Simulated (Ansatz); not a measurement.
# AlF2H3Se: the cost of one run

Method: RKS LDA/def2-SVP, in Ansatz 0.2.0.

## (1) Starting point

Bond lengths: Al1–F3 1.640 Å, Al1–F4 1.638 Å, Al1–Se6 2.813 Å, Se6–H7 1.443 Å. Angles: F3–Al1–F4 127.2°, F3–Al1–Se6 107.9°, F4–Al1–Se6 118.8°, Al1–Se6–H7 88.5°.

Coordinates:

```xyz
7

Al   -0.2581   -0.9865    0.1430
H    -1.3711    0.6712    0.3104
F    -0.3742   -1.3981   -1.4402
F    -0.4204   -1.9768    1.4382
H    -0.5285    1.1714    0.3162
Se    1.4663    1.2273    0.3368
H     1.4861    1.2915   -1.1044
```

## (2) Pulling towards end A

Springs on the bonds that form and break draw the guess towards this end; the thresholds are loose.

input.yaml reads:

```yaml
crystal:
  periodic: [false, false, false]
  atoms:
    - { symbol: Al, position_ang: [-0.2581, -0.9865, 0.143] }
    - { symbol: H, position_ang: [-1.3711, 0.6712, 0.3104] }
    - { symbol: F, position_ang: [-0.3742, -1.3981, -1.4402] }
    - { symbol: F, position_ang: [-0.4204, -1.9768, 1.4382] }
    - { symbol: H, position_ang: [-0.5285, 1.1714, 0.3162] }
    - { symbol: Se, position_ang: [1.4663, 1.2273, 0.3368] }
    - { symbol: H, position_ang: [1.4861, 1.2915, -1.1044] }
basis:
  gaussian: { orbitals: def2-SVP }
hamiltonian:
  xc: lda
relax:
  f_tol: 0.15
  max_steps: 25
  restrain:
    - { distance: [0, 5], at: 3.71, k: 30.0 }
    - { distance: [4, 1], at: 1.92, k: 30.0 }
    - { distance: [0, 1], at: 1.52, k: 30.0 }
    - { distance: [4, 5], at: 1.51, k: 30.0 }
```

Started as:

```console
$ ansatz run input.yaml --threads 2 --pin off --max-ram 3072MiB --backend cpu --events-out ev --progress --plain --runs-dir out
```

**Question.** How long does this run take on 2 threads of Arm Neoverse V1, shared host, and how much memory does it need?

About 10 s, with a peak of 0.13 GiB.
